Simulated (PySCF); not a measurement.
# F2Sm (Sm(F)2+): the cost of one run

Computed with PySCF 2.14.0. Level: several levels, as the steps say, no spin–orbit coupling.

1 further run of the same task is left out (for a known fault of the program).

## Step 1: Starting geometry

3 atoms, charge 1, spin multiplicity 1.

Bond lengths: Sm1–F2 1.971 Å, Sm1–F3 1.971 Å. Angles: F2–Sm1–F3 109.1°.

Geometry (Å):

```xyz
3

Sm    0.00000    0.00000   -0.35580
F     1.60615    0.00000    0.78702
F    -1.60615    0.00000    0.78702
```

Formal oxidation states: Sm +3. Each metal's 5 4f electrons lie in its core potential, so multiplicities, spins and levels count the valence alone. An earlier session relaxed this geometry at PBE0, Sm lcecp-1-SVP with ECP51, F def2-SVP (singlet, point group C2v).

At PBE0 on the finer grid: E = -233.951870 Eh, HOMO -16.03 eV, LUMO -7.83 eV, Mulliken charge on Sm1 +1.67 e, largest force component 0.009 eV/Å. 

Levels to run: TPSSh; BLYP; PBE0, TZVP. Hardware: 2 threads of Arm Neoverse V1, shared host.

## Step 2: TPSSh

Input file run.py (the lines that set the calculation):

```python
mol = gto.M(atom='''
Sm     0.00000     0.00000    -0.35580
F      1.60615     0.00000     0.78702
F     -1.60615     0.00000     0.78702''',
    basis={'Sm': 'lcecp-1-SVP', 'F': 'def2-SVP'},
    ecp={'Sm': 'lcecp-1-SVP'},
    charge=1, spin=0)
mf = dft.RKS(mol, xc='TPSSH')
mf.grids.atom_grid = (75, 302)  # f atoms: unpruned, at least (60, 302)
mf = mf.density_fit()  # fitting sets: Sm AutoAux, F def2-universal-JKFIT
mf.conv_tol = 1e-08; mf.max_cycle = 55
mf.kernel(dm0)  # dm0: the density of the relaxed state
```

Run with:

```console
$ OMP_NUM_THREADS=2 python run.py
```

**Question.** How long does this run take on 2 threads of Arm Neoverse V1, shared host?

About 2.3 s.
